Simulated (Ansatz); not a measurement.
# C₂H₇SSb: up Jacob's ladder to CCSD(T)

An exercise on one series of results from a longer session: the logs are not shown, and one member is left open.

Computed with Ansatz 0.2.0, Gaussian basis. Level: functionals in def2-TZVPP, the program's frozen cores in correlated methods.

Plan: PBE-D4, r2SCAN-D4, PBE0-D4, B3LYP-D4, ωB97X-V, ωB97M-V, B2PLYP; CCSD(T)/def2-TZVPP; MP2/def2-QZVPP; extrapolation to the limit.

## The relaxed structure

The geometry comes from an earlier relaxation with PBE0-D4 in a triple-zeta def2 set; it is a stationary point, not always the lowest conformer. Sb takes the def2 core potential; no spin-orbit term is included.

SMILES `C[S][SbH][CH3]`, 11 atoms, charge 0, spin multiplicity 1.

Atoms are counted from 1 here; the program's logs count them from 0.

Bond lengths: C1–S2 1.814 Å, C1–H5 1.090 Å, C1–H6 1.090 Å, C1–H7 1.091 Å, S2–Sb3 2.419 Å, Sb3–C4 2.157 Å, Sb3–H8 1.711 Å, C4–H9 1.091 Å, C4–H10 1.090 Å, C4–H11 1.088 Å. Angles: S2–C1–H5 111.8°, S2–C1–H6 111.5°, S2–C1–H7 106.4°, H5–C1–H6 109.8°, H5–C1–H7 108.6°, H6–C1–H7 108.6°, C1–S2–Sb3 100.1°, S2–Sb3–C4 97.4°, S2–Sb3–H8 92.5°, C4–Sb3–H8 93.2°, Sb3–C4–H9 109.3°, Sb3–C4–H10 108.7°, Sb3–C4–H11 109.9°, H9–C4–H10 109.2°, H9–C4–H11 109.9°, H10–C4–H11 109.7°.

Set-up of the first run:

File in.yaml:

```yaml
crystal:
  periodic: [false, false, false]
  atoms:
    - {symbol: C, position_ang: [-1.013920, 2.088563, 0.202023]}
    - {symbol: S, position_ang: [-1.209690, 0.394080, 0.819097]}
    - {symbol: Sb, position_ang: [1.091876, -0.349040, 0.756170]}
    - {symbol: C, position_ang: [0.866625, -1.823127, -0.802871]}
    - {symbol: H, position_ang: [-0.686702, 2.105545, -0.837463]}
    - {symbol: H, position_ang: [-0.319658, 2.660153, 0.817667]}
    - {symbol: H, position_ang: [-1.998624, 2.553679, 0.263541]}
    - {symbol: H, position_ang: [0.835098, -1.490116, 2.005539]}
    - {symbol: H, position_ang: [1.726798, -2.494915, -0.791676]}
    - {symbol: H, position_ang: [0.822861, -1.311580, -1.764163]}
    - {symbol: H, position_ang: [-0.049266, -2.390242, -0.647364]}
basis:
  gaussian: {orbitals: def2-TZVPP}
hamiltonian: {xc: pbe, dispersion: d4}
output: {forces: true, orbitals: {seedname: orbitals}}
```

The run is started by

```bash
$ ansatz run in.yaml --threads 4 --pin off --events-out ev --progress --plain --max-ram 10444MiB
```

Steps of the session up to this table: PBE-D4 (GGA); r2SCAN-D4 (meta-GGA); PBE0-D4 (hybrid); B3LYP-D4 (hybrid); ωB97X-V (range-separated); ωB97M-V (range-separated); B2PLYP (double hybrid); CCSD(T) in def2-TZVPP; MP2 in def2-QZVPP.

One table of the session follows, with a row left open; its other results are not shown here.

```
            method  atomisation energy (kcal/mol)
            PBE-D4                              ?
         r2SCAN-D4                          869.1
           PBE0-D4                          870.1
          B3LYP-D4                          871.9
           ωB97X-V                          874.2
           ωB97M-V                          870.0
            B2PLYP                          857.2
     HF/def2-TZVPP                          621.8
    MP2/def2-TZVPP                          845.5
   CCSD/def2-TZVPP                          832.2
CCSD(T)/def2-TZVPP                          845.4
           MP2/CBS                          871.0
       CCSD(T)/CBS                          871.0
```

**Question.** Estimate the row for PBE-D4.

**Answer.** atomisation energy (kcal/mol): 883.5. In the column «atomisation energy (kcal/mol)» it is the highest.

To keep in mind: Free atoms (2 C, 1 S, 1 Sb, 7 H) were run apart at each level; the atomisation energy is their sum less the molecule, without zero-point or spin-orbit terms.
